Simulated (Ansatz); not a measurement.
# C3H9BO2: a ladder of functionals and wavefunction methods

Aim: compute C3H9BO2 with functionals from several rungs and with coupled cluster, and see how far each lands from CCSD(T) at the basis-set limit for the atomisation energy.

Computed with Ansatz 0.2.0, Gaussian basis. Level: functionals in def2-TZVPP, the program's frozen cores in correlated methods.

Plan: PBE-D4, r2SCAN-D4, PBE0-D4, B3LYP-D4, ωB97X-V, ωB97M-V, B2PLYP; CCSD(T)/def2-TZVPP; MP2/def2-QZVPP; extrapolation to the limit.

### Step 1. The geometry

All runs share one geometry, relaxed beforehand with PBE0-D4 in a triple-zeta def2 set.

SMILES `COB(C)OC`, 15 atoms, charge 0, spin multiplicity 1.

Atoms are counted from 1 here; the program's logs count them from 0.

Bond lengths: C1–O2 1.408 Å, C1–H7 1.094 Å, C1–H8 1.094 Å, C1–H9 1.091 Å, O2–B3 1.367 Å, B3–C4 1.570 Å, B3–O5 1.360 Å, C4–H10 1.095 Å, C4–H11 1.090 Å, C4–H12 1.095 Å, O5–C6 1.413 Å, C6–H13 1.093 Å, C6–H14 1.090 Å, C6–H15 1.093 Å. Angles: O2–C1–H7 111.5°, O2–C1–H8 111.6°, O2–C1–H9 107.9°, H7–C1–H8 108.5°, H7–C1–H9 108.6°, H8–C1–H9 108.6°, C1–O2–B3 121.7°, O2–B3–C4 123.7°, O2–B3–O5 117.3°, C4–B3–O5 118.9°, B3–C4–H10 111.4°, B3–C4–H11 111.5°, B3–C4–H12 111.4°, H10–C4–H11 108.1°, H10–C4–H12 106.1°, H11–C4–H12 108.1°, B3–O5–C6 120.6°, O5–C6–H13 111.3° and more.

### Step 2. PBE-D4 (GGA)

The input, in.yaml:

```yaml
crystal:
  periodic: [false, false, false]
  atoms:
    - {symbol: C, position_ang: [1.009709, -1.561552, -0.832350]}
    - {symbol: O, position_ang: [0.467949, -0.765021, 0.193892]}
    - {symbol: B, position_ang: [-0.231824, 0.377371, -0.078155]}
    - {symbol: C, position_ang: [-0.498631, 0.911882, -1.530323]}
    - {symbol: O, position_ang: [-0.716687, 1.079202, 0.980983]}
    - {symbol: C, position_ang: [-0.497200, 0.631495, 2.302888]}
    - {symbol: H, position_ang: [0.229749, -1.947282, -1.495994]}
    - {symbol: H, position_ang: [1.734151, -1.004285, -1.434146]}
    - {symbol: H, position_ang: [1.519719, -2.405767, -0.367057]}
    - {symbol: H, position_ang: [0.438448, 1.106063, -2.062482]}
    - {symbol: H, position_ang: [-1.077736, 1.835219, -1.515316]}
    - {symbol: H, position_ang: [-1.043366, 0.177436, -2.132637]}
    - {symbol: H, position_ang: [0.570446, 0.579031, 2.532069]}
    - {symbol: H, position_ang: [-0.974003, 1.345381, 2.975046]}
    - {symbol: H, position_ang: [-0.930714, -0.359153, 2.463602]}
basis:
  gaussian: {orbitals: def2-TZVPP}
hamiltonian: {xc: pbe, dispersion: d4}
output: {forces: true, orbitals: {seedname: orbitals}}
```

Started as:

```bash
> ansatz run in.yaml --threads 2 --pin off --events-out ev --progress --plain --max-ram 22528MiB --backend cuda --devices 0, --max-vram 18GiB
```

Further steps of the session: r2SCAN-D4 (meta-GGA); PBE0-D4 (hybrid); B3LYP-D4 (hybrid); ωB97X-V (range-separated); ωB97M-V (range-separated); B2PLYP (double hybrid); CCSD(T) in def2-TZVPP; MP2 in def2-QZVPP.

Q: Predict the results of all the runs planned. Wanted: atomisation energy, CCSD(T)/CBS; farthest; mean size of error, hybrid; mean size of error, range-separated; gap, smallest and largest; T1 diagnostic; triples share of the correlation energy.

As calculated:

| quantity | value |
| --- | --- |
| atomisation energy, CCSD(T)/CBS | 1454.6 kcal/mol |
| functionals within 7.3 kcal/mol (0.5 %) | PBE0-D4, B3LYP-D4, ωB97X-V, ωB97M-V |
| farthest | PBE-D4 (+30.1 kcal/mol) |
| mean size of error, hybrid | 4.5 kcal/mol |
| mean size of error, range-separated | 4.6 kcal/mol |
| gap, smallest and largest | 6.75 eV (PBE-D4), 13.25 eV (ωB97X-V) |
| T1 diagnostic | 0.0119 |
| triples share of the correlation energy | 3.6 % |

PBE-D4 misses by +30.1 kcal/mol. Double hybrids carry the basis error of their MP2 part in triple zeta, and no dispersion term here, so their miss is partly the set-up's. Misses under about 7.3 kcal/mol are within the doubt on the reference itself, which lacks core-valence correlation, relativity and higher excitations. Hartree-Fock recovers 75 % of the binding; the rest is correlation. The gap grows from 6.8 to 13.3 eV across the functionals, mostly with the share of exact exchange.
